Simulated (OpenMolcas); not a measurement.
# Ni⁴⁺ among point charges: CASSCF and CASPT2 levels and susceptibility

How does a field of 5 point charges split the states of Ni⁴⁺, and what χT follows?

Program: OpenMolcas 26.06. Level of theory: state-averaged CASSCF and CASPT2, spin-orbit coupling by RASSI with atomic mean-field integrals. These are calculated values, not measurements, unless marked.

**1. The atom as given**

```
Species                           : Ni⁴⁺ (nickel, Z = 28, 24 electrons)
Basis                             : ANO-RCC-VTZP [6s5p3d2f1g], 59 functions
Scalar Hamiltonian                : DKH2, point nucleus
Inactive shells                   : 1s 2s 2p 3s 3p
Active space                      : 6 electrons in 5 orbitals (3d)
Some configurations of this space : 3d6
Orbitals                          : optimised for each spin and parity, averaged over all roots
```

Outer shells as boxes (Hund's rule):

3d6
```
3d [↑↓][↑ ][↑ ][↑ ][↑ ]
```

The ion sits among 5 point charges of -2.6 e arranged as a trigonal bipyramid (D3h), 1.93 Å from the ion, with the axial distance 2.007 Å.

The work runs as a chain of OpenMolcas steps in one folder; each step below is one input file. Labels, J, g values, rates, χT and fits are worked out afterwards by a script from the matrices that RASSI stores.

**2. One- and two-electron integrals**

a.inp reads:

```
&GATEWAY
Coord
1

Ni 0.0 0.0 0.0
Basis=ANO-RCC-VTZP
Group=NoSym
NoMove
AngMom=0.0 0.0 0.0
AMFI
XField
5 Angstrom 0
1.930000 0.000000 0.000000 -2.600000
-0.965000 1.671429 0.000000 -2.600000
-0.965000 -1.671429 0.000000 -2.600000
0.000000 0.000000 2.007200 -2.600000
0.000000 0.000000 -2.007200 -2.600000
&SEWARD
```

The run is started by

```
$ OMP_NUM_THREADS=1 MOLCAS_MEM=1689 MOLCAS_PROJECT=a pymolcas a.inp > a.log
```

Standard output:

```text
Basis set label: NI.ANO-RCC...6S5P3D2F1G.

      Electronic valence basis set:
      ------------------
      Associated Effective Charge  28.000000 au
      Associated Actual Charge     28.000000 au
      Nuclear Model: Point charge

      Shell  nPrim  nBasis  Cartesian Spherical Contaminant
         s      21       6        X
         p      15       5        X
         d      10       3                 X
         f       6       2                 X
         g       4       1                 X
                  Relativistic Douglas-Kroll-Hess integrals:
                    - DKH order of Hamiltonian: 2
                    - DKH order of Properties : 0
                  Atomic mean-field integrals
```

**3. Reference wave functions, quintets, 5 roots**

a.inp reads:

```
&RASSCF
FileOrb=start.orb
Symmetry=1
Spin=5
nActEl=6 0 0
Inactive=9
Ras2=5
CIRoot=5 5 1
SDav=5
CIMx=300
Iter=120 100
PrWF=0.3
OrbListing=Nothing
MaxOrb=0
>>> COPY $Project.JobIph JOB001
```

start.orb holds the contracted functions of the basis, ordered by shell, or the orbitals of the step before.

Standard output, cut to the lines that bear on the results:

```text
[...]
      Number of active orbitals                  5
[...]
      Spin quantum number                      2.0
[...]
      Active orbitals                            5
[...]
      Number of CSFs                             5
      Number of root(s) required                 5
[...]
      Convergence after  8 iterations
[...]
      Natural orbitals and occupation numbers for root  1
      sym 1:   1.000000   2.000000   1.000000   1.000000   1.000000
      Natural orbitals and occupation numbers for root  2
      sym 1:   2.000000   1.000000   1.000000   1.000000   1.000000
      Natural orbitals and occupation numbers for root  3
      sym 1:   1.000000   1.000000   1.000000   2.000000   1.000000
::    RASSCF root number  1 Total energy:  -1529.10626383
::    RASSCF root number  2 Total energy:  -1529.10626383
::    RASSCF root number  3 Total energy:  -1529.10509058
::    RASSCF root number  4 Total energy:  -1529.10509058
::    RASSCF root number  5 Total energy:  -1529.09394850
```

**4. Reference wave functions, triplets, 45 roots**

a.inp reads:

```
&RASSCF
FileOrb=start.orb
Symmetry=1
Spin=3
nActEl=6 0 0
Inactive=9
Ras2=5
CIRoot=45 45 1
SDav=45
CIMx=300
Iter=120 100
PrWF=0.3
OrbListing=Nothing
MaxOrb=0
>>> COPY $Project.JobIph JOB002
```

The run is started by

```
$ OMP_NUM_THREADS=1 MOLCAS_MEM=1689 MOLCAS_PROJECT=a pymolcas a.inp > a.log
```

Standard output, cut to the lines that bear on the results:

```text
[...]
      Number of active orbitals                  5
[...]
      Spin quantum number                      1.0
[...]
      Active orbitals                            5
[...]
      Number of CSFs                            45
      Number of root(s) required                45
[...]
      Convergence after  7 iterations
[...]
      Natural orbitals and occupation numbers for root  1
      sym 1:   1.159459   1.159459   0.420271   1.630406   1.630406
      Natural orbitals and occupation numbers for root  2
      sym 1:   1.237147   1.248601   0.739030   1.623731   1.151491
      Natural orbitals and occupation numbers for root  3
      sym 1:   1.235689   1.250022   0.739067   1.151491   1.623731
::    RASSCF root number  1 Total energy:  -1528.97702585
::    RASSCF root number  2 Total energy:  -1528.97477533
::    RASSCF root number  3 Total energy:  -1528.97477533
[...]
::    RASSCF root number 27 Total energy:  -1528.93321279
::    RASSCF root number 28 Total energy:  -1528.93305093
::    RASSCF root number 29 Total energy:  -1528.93295798
::    RASSCF root number 30 Total energy:  -1528.93295798
```

**5. Reference wave functions, singlets, 50 roots**

a.inp reads:

```
&RASSCF
FileOrb=start.orb
Symmetry=1
Spin=1
nActEl=6 0 0
Inactive=9
Ras2=5
CIRoot=50 50 1
SDav=50
CIMx=300
Iter=120 100
PrWF=0.3
OrbListing=Nothing
MaxOrb=0
>>> COPY $Project.JobIph JOB003
```

The run is started by

```
$ OMP_NUM_THREADS=1 MOLCAS_MEM=1689 MOLCAS_PROJECT=a pymolcas a.inp > a.log
```

Standard output, cut to the lines that bear on the results:

```text
[...]
      Number of active orbitals                  5
[...]
      Spin quantum number                      0.0
[...]
      Active orbitals                            5
[...]
      Number of CSFs                            50
      Number of root(s) required                50
[...]
      Convergence after  7 iterations
[...]
      Natural orbitals and occupation numbers for root  1
      sym 1:   1.870663   1.005034   0.247911   1.871360   1.005032
      Natural orbitals and occupation numbers for root  2
      sym 1:   1.871360   1.005032   0.247911   1.870663   1.005033
      Natural orbitals and occupation numbers for root  3
      sym 1:   1.441695   1.191341   0.733927   1.441696   1.191341
::    RASSCF root number  1 Total energy:  -1528.91195720
::    RASSCF root number  2 Total energy:  -1528.91195720
::    RASSCF root number  3 Total energy:  -1528.90897632
[...]
::    RASSCF root number 27 Total energy:  -1528.83896057
::    RASSCF root number 28 Total energy:  -1528.83793527
::    RASSCF root number 29 Total energy:  -1528.80378250
::    RASSCF root number 30 Total energy:  -1528.80292023
```

**6. RASSI: spin-orbit coupling between the states**

a.inp reads:

```
&RASSI
NrOfJobIphs=3 5 45 50
1 2 3 4 5
1 2 3 4 5 6 7 8 9 10 11 12 13 14 15 16 17 18 19 20 21 22 23 24 25 26 27
28 29 30 31 32 33 34 35 36 37 38 39 40 41 42 43 44 45
1 2 3 4 5 6 7 8 9 10 11 12 13 14 15 16 17 18 19 20 21 22 23 24 25 26 27
28 29 30 31 32 33 34 35 36 37 38 39 40 41 42 43 44 45 46 47 48 49 50
IphNames
JOB001
JOB002
JOB003
EJob
SpinOrbit
DIPRint=1.0
SOCoupling=1000.0
Subsets=2
Property=9
'ANGMOM' 1 'ANGMOM' 2 'ANGMOM' 3 'MLTPL  1' 1 'MLTPL  1' 2 'MLTPL  1' 3
'AMFI' 1 'AMFI' 2 'AMFI' 3
SOProperty=3
'ANGMOM' 1 'ANGMOM' 2 'ANGMOM' 3
```

The run is started by

```
$ OMP_NUM_THREADS=1 MOLCAS_MEM=1689 MOLCAS_PROJECT=a pymolcas a.inp > a.log
```

Standard output, cut to the lines that bear on the results:

```text
SPIN-FREE ENERGIES:
  (Shifted by EMIN (a.u.) =      -1529.1062638303)
 SF State       Relative EMIN(au)   Rel lowest level(eV)    D:o, cm**(-1)      L_eff
     1             0.0000000000        0.0000000000              0.0000         2.0
     2             0.0000000000        0.0000000000              0.0000         2.0
     3             0.0011732463        0.0319256588            257.4978         2.0
     4             0.0011732463        0.0319256588            257.4978         2.0
     5             0.0123153291        0.3351171774           2702.9023         2.0
     6             0.1292379848        3.5167447227          28364.4591         4.8
     7             0.1314884963        3.5779842591          28858.3892         4.9
     8             0.1314884963        3.5779842591          28858.3892         4.9
     9             0.1337323462        3.6390425249          29350.8574         5.0
    10             0.1337323462        3.6390425249          29350.8574         5.0
[...]
Eigenvalues of complex Hamiltonian:
   -----------------------------------
  (Shifted by EMIN (a.u.) =      -1529.1062638303)
 SO State       Relative EMIN(au)   Rel lowest level(eV)    D:o, cm**(-1)     J-value
     1            -0.0040523746        0.0000000000              0.0000         1.6
     2            -0.0040523746        0.0000000000              0.0000         1.6
     3            -0.0035484096        0.0137135854            110.6075         2.8
     4            -0.0035483928        0.0137140432            110.6112         2.8
     5            -0.0026406629        0.0384146312            309.8349         3.4
     6            -0.0026406629        0.0384146312            309.8349         3.4
     7            -0.0014688119        0.0703023224            567.0265         3.5
     8            -0.0014688119        0.0703023214            567.0265         3.5
     9            -0.0004121424        0.0990557620            798.9386         3.5
    10             0.0004929084        0.1236834514            997.5743         1.4
    11             0.0004929187        0.1236837304            997.5766         1.4
[...]
```

These steps: 25 s of run time, 1 thread of Arm Neoverse V1, shared host.

Spin-free states, with their symmetry labels:

| state | degeneracy | E (cm-1) | free-ion L (%) |
| --- | --- | --- | --- |
| 5E | 2 | 0 | D (100) |
| 5E | 2 | 257 | D (100) |
| 5A1 | 1 | 2703 | D (100) |
| 3A2 | 1 | 28364 | H (92) |
| 3E | 2 | 28858 | H (97) |
| 3E | 2 | 29351 | H (100) |
| 3E | 2 | 29618 | H (98) |
| 3A2 | 1 | 29790 | H (84) |
| 3A1 | 1 | 29794 | H (84) |
| 3E | 2 | 30431 | H (97) |
| 3A2 | 1 | 32308 | P (58) |
| 3E | 2 | 32984 | P (89) |
| 3E | 2 | 34127 | F (92) |
| 3A2 | 1 | 34252 | F (81) |
| 3A1 | 1 | 34257 | F (81) |
| 3E | 2 | 34504 | F (97) |
| 3A2 | 1 | 34880 | F (62) |
| 3A1 | 1 | 36641 | G (94) |
| 3A2 | 1 | 36648 | G (94) |
| 3E | 2 | 36971 | G (99) |
| 3E | 2 | 37980 | G (94) |
| 3A1 | 1 | 38016 | G (98) |
| 3E | 2 | 38036 | G (97) |
| 1E | 2 | 42645 | I (83) |

With spin-orbit coupling:

```
E (cm-1)  Degeneracy  Label  2S+1                g
     0.0           2      E     5  0.00 0.00 12.00
   110.6           2            5   0.00 0.00 8.71
   309.8           2      E     5   0.00 0.00 5.08
   567.0           2      E     5   0.00 0.00 1.45
   798.9           1     A1     5                 
   997.6           2            5   0.00 0.00 9.30
    1042           1     A2     5                 
    1305           2      E     5   0.00 0.00 4.99
    1364           2      E     5   0.00 0.00 5.06
    1618           2      E     5   0.00 0.00 1.52
    1787           1     A1     5                 
    1880           1     A2     5                 
    3631           2      E     5   0.00 0.00 7.93
    3767           2      E     5   0.00 0.00 3.98
    3810           1     A1     5                 
   28872           1     A1     3                 
   28979           2      E     3   0.00 0.00 3.51
   29440           2      E     3   0.00 0.00 5.84
   29723           2      E     3   0.00 0.00 2.36
   29761           1     A2     3                 
   29779           1     A1     3                 
   29779           1     A2     3                 
   29909           1     A1     3                 
   30079           2      E     3   0.00 0.00 9.72
```

The table of states holds 24 of 66 computed; the rest, higher up, is left out. Labels of spin-orbit levels are those of the rotation subgroup (D3 for D3h). Principal g values are given for doublets only; a zero marks a field direction without first-order Zeeman splitting.

Powder χT (cm³ K/mol): 4.53 at 2 K, 4.58 at 5 K, 4.66 at 10 K, 4.81 at 20 K, 5.15 at 50 K, 5.36 at 100 K, 5.43 at 150 K, 5.46 at 200 K, 5.47 at 250 K, 5.46 at 300 K.

[end of part 1 of 2]
